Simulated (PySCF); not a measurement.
# WCl₂: relaxation and vibrations of the quintet

Aim: relax WCl₂ as a quintet from a bent start, check by its vibrations whether the end is a minimum, and collect its spectrum and constants.

Method: PBE, basis W def2-TZVP with ECP60, Cl def2-TZVP, scalar-relativistic core potentials, no spin–orbit coupling, density fitting; program: PySCF 2.14.0.

## Step 1: The starting structure

3 atoms, charge 0, spin multiplicity 5.

Bond lengths: W1–Cl2 2.360 Å, W1–Cl3 2.360 Å. Angles: Cl2–W1–Cl3 110.0°.

```xyz
3
charge 0 multiplicity 5
W     0.0000    0.0000    0.0000
Cl    1.9332    0.0000    1.3536
Cl   -1.9332    0.0000    1.3536
```

## Step 2: The SCF at the typed geometry

The steps below are one call of a driver around PySCF. For each, scf.py gives the equivalent set-up of the SCF; relaxations use the driver's own optimiser. After this first run the driver tries any further starts and a stability analysis.

scf.py

```python
from pyscf import gto, scf, dft
mol = gto.M(atom='''
W      0.000000     0.000000     0.000000
Cl     1.933200     0.000000     1.353600
Cl    -1.933200     0.000000     1.353600''',
    basis={'W': 'def2-TZVP', 'Cl': 'def2-TZVP'},
    ecp={'W': 'def2-TZVP'},
    charge=0, spin=4)
mf = dft.UKS(mol, xc='PBE')
mf.grids.atom_grid = (50, 194)
aux = {'W': 'def2-universal-JKFIT', 'Cl': 'def2-universal-JKFIT'}
mf = mf.density_fit(auxbasis=aux)
mf.conv_tol = 1e-08
mf.diis_space = 10
mf.max_cycle = 60
mf.init_guess = 'minao'
mf.verbose = 4
mf.kernel()
```

Command:

```
OMP_NUM_THREADS=4 python axn.py task.json out
```

Output:

```text
init E= -968.432650120096
[... the frontier-level lines of each cycle are left out ...]
cycle= 1 E= -987.087275212932  delta_E= -18.7  |g|= 0.424  |ddm|= 4.89
cycle= 2 E= -984.916248746974  delta_E= 2.17  |g|= 2.12  |ddm|= 1.69
cycle= 3 E= -987.169362578531  delta_E= -2.25  |g|= 0.227  |ddm|= 1.37
cycle= 4 E= -987.184474454058  delta_E= -0.0151  |g|= 0.144  |ddm|= 0.315
cycle= 5 E= -987.196266422537  delta_E= -0.0118  |g|= 0.0199  |ddm|= 0.131
cycle= 6 E= -987.196489362383  delta_E= -0.000223  |g|= 0.00513  |ddm|= 0.0261
cycle= 7 E= -987.196503187722  delta_E= -1.38e-05  |g|= 0.00156  |ddm|= 0.00503
cycle= 8 E= -987.196504591419  delta_E= -1.4e-06  |g|= 0.00044  |ddm|= 0.00191
cycle= 9 E= -987.196504726945  delta_E= -1.36e-07  |g|= 0.000132  |ddm|= 0.000646
cycle= 10 E= -987.196504740487  delta_E= -1.35e-08  |g|= 1.93e-05  |ddm|= 0.000191
cycle= 11 E= -987.196504740676  delta_E= -1.89e-10  |g|= 9.23e-06  |ddm|= 4.01e-05
Extra cycle  E= -987.196504740511  delta_E= 1.64e-10  |g|= 1.9e-05  |ddm|= 2.78e-05
converged SCF energy = -987.196504740511  <S^2> = 6.0187964  2S+1 = 5.0075129
```

This step, with its further starts and checks, needed 11 s of wall time on 4 threads of Arm Neoverse V2, shared host.

Energies from each starting density:

| start | energy (Eh) |
| --- | --- |
| the minimal-basis guess | -987.196505 |
| a thermally smeared density | -987.196505 |
| a smeared PBE density | -987.196505 |

No lower solution of this spin turned up from the other starts or in the test of internal stability.

## Step 3: Relaxation: bent start, quintet

The program finds C2v symmetry in the start, which this walk keeps. Threshold on the gradient: 0.0003 Eh/bohr, with a further test on the energy change.

Edit scf.py of step 2 so:

```diff
@@ -3,3 +3,3 @@
-W      0.000000     0.000000     0.000000
-Cl     1.933200     0.000000     1.353600
-Cl    -1.933200     0.000000     1.353600''',
+W      0.000000     0.000000    -0.372871
+Cl     1.933200     0.000000     0.980729
+Cl    -1.933200     0.000000     0.980729''',
@@ -16 +15,0 @@
-mf.init_guess = 'minao'
```

Steps of the walk:

| step | energy (Eh) | change (kJ/mol) | largest symmetric gradient (Eh/bohr) |
| --- | --- | --- | --- |
| 0 | -987.196505 | 0.00 | 0.04189 |
| 1 | -987.204302 | -20.47 | 0.01855 |
| 2 | -987.207209 | -28.10 | 0.00548 |
| 3 | -987.208698 | -32.01 | 0.00325 |
| 4 | -987.209189 | -33.30 | 0.00331 |
| 5 | -987.209257 | -33.48 | 0.00060 |
| 6 | -987.209262 | -33.49 | 0.00029 |
| 7 | -987.209262 | -33.49 | 0.00001 |

The walk took 15 s.

After 7 steps and 33.5 kJ/mol it ends at C2v: W–Cl 2.272 Å (×2); Cl–W–Cl 139.3°.

## Step 4: Is it a minimum? Harmonic modes

On the finer grid the gradient is checked again; gradients at displacements of ±0.02 bohr then give force constants and infrared intensities.

Edit scf.py of step 3 so:

```diff
@@ -3,3 +3,3 @@
-W      0.000000     0.000000    -0.372871
-Cl     1.933200     0.000000     0.980729
-Cl    -1.933200     0.000000     0.980729''',
+W      0.000000     0.000000    -0.217527
+Cl     2.129703     0.000000     0.572829
+Cl    -2.129703     0.000000     0.572829''',
@@ -10 +10 @@
-mf.grids.atom_grid = (50, 194)
+mf.grids.atom_grid = (75, 302)
@@ -13 +13 @@
-mf.conv_tol = 1e-08
+mf.conv_tol = 1e-10
```

This SCF starts from the last density.

Log of the central SCF (cycles and frontier levels):

```text
init E= -987.209020625965
[... the frontier-level lines of each cycle are left out ...]
cycle= 1 E= -987.209020625941  delta_E= 2.39e-11  |g|= 8.07e-06  |ddm|= 1.07e-05
Extra cycle  E= -987.209020625771  delta_E= 1.7e-10  |g|= 1.89e-05  |ddm|= 2.35e-05
converged SCF energy = -987.209020625771  <S^2> = 6.0175914  2S+1 = 5.0070316
```

The whole step took 26 s.

Geometry: C2v; W–Cl 2.272 Å (×2); Cl–W–Cl 139.3°.

Modes, for the most abundant isotopes:

| symmetry | ω (cm⁻¹) | IR (km/mol) | type |
| --- | --- | --- | --- |
| a1 | 64 | 1.3 | bend |
| a1 | 381 | 6.8 | stretch |
| b2 | 389 | 89.7 | stretch |

All wavenumbers are real: a minimum.

Constants and moments:

```
Dipole moment                                                   : 1.33 D
Highest occupied level                                          : -4.76 eV
Lowest empty level                                              : -4.26 eV
Rotational constants                                            : 0.5326, 0.05314, 0.04832 cm⁻¹
Zero-point energy                                               : 5.0 kJ/mol
Principal polarisabilities                                      : 54.9, 59.0, 94.0 bohr³
Atomisation energy without zero-point energy                    : 900 kJ/mol
Principal traceless quadrupole moments about the centre of mass : -5.47, 2.00, 3.47 D Å
Entropy at 298.15 K and 1 bar (electronic part: spin only)      : 323.4 J/(mol K)
Heat capacity Cp at 298.15 K                                    : 54.1 J/(mol K)
Enthalpy at 298.15 K above 0 K                                  : 13.73 kJ/mol
Rotational symmetry number                                      : 2
Spin squared ⟨S²⟩                                               : 6.018
```

Charges (e) and bond orders:

```json
{"atom": "W1", "Mulliken": "0.59", "Löwdin": "-0.11", "polar tensor": "0.98", "spin (Mulliken)": "4.00", "Mayer order to W1": "–"}
{"atom": "Cl2,3", "Mulliken": "-0.29", "Löwdin": "0.06", "polar tensor": "-0.49", "spin (Mulliken)": "0.00", "Mayer order to W1": "1.20"}
```

Outer orbital energies (eV). α occupied: -8.93, -8.64, -8.41, -8.40, -6.18, -5.67, -5.66, -4.76; empty: -4.26, -1.96, -1.10, 0.29. β occupied: -20.38, -20.07, -10.14, -9.20, -8.46, -8.46, -8.35, -8.17; empty: -3.75, -3.02, -2.81, -2.81.

Mulliken populations on W1 (outside its core potential): s 2.77, p 6.25, d 4.36, f 0.04.

## Step 5: What came out

| quantity | value |
| --- | --- |
| minimum | quintet, C2v |
| geometry | W–Cl 2.272 Å (×2); Cl–W–Cl 139.3° |
| wavenumbers (cm⁻¹) | 64 (a1), 381 (a1), 389 (b2) |
| dipole moment | 1.33 D |
| highest occupied, lowest empty level (either spin) | -4.76, -4.26 eV |
| polar-tensor charge of W1 | +0.98 e |
| zero-point energy | 5.0 kJ/mol |
| entropy at 298.15 K | 323.4 J/(mol K) |
| atomisation energy (no zero-point energy) | 900 kJ/mol |
| ⟨S²⟩ | 6.018 |

In words: The bent start keeps its C2v symmetry and ends in a minimum. The strongest infrared band lies at 389 cm⁻¹ (b2, stretch). Most of the spin sits on W1 (Mulliken spin 4.00, against 4 for the whole molecule). Other starts or spin states, not run here, may lie lower. Open d and f shells are described by one determinant, and the ground state may have another occupation or spin. Spin–orbit coupling, left out here, can matter for elements this heavy.

The search up to here took 52 s.
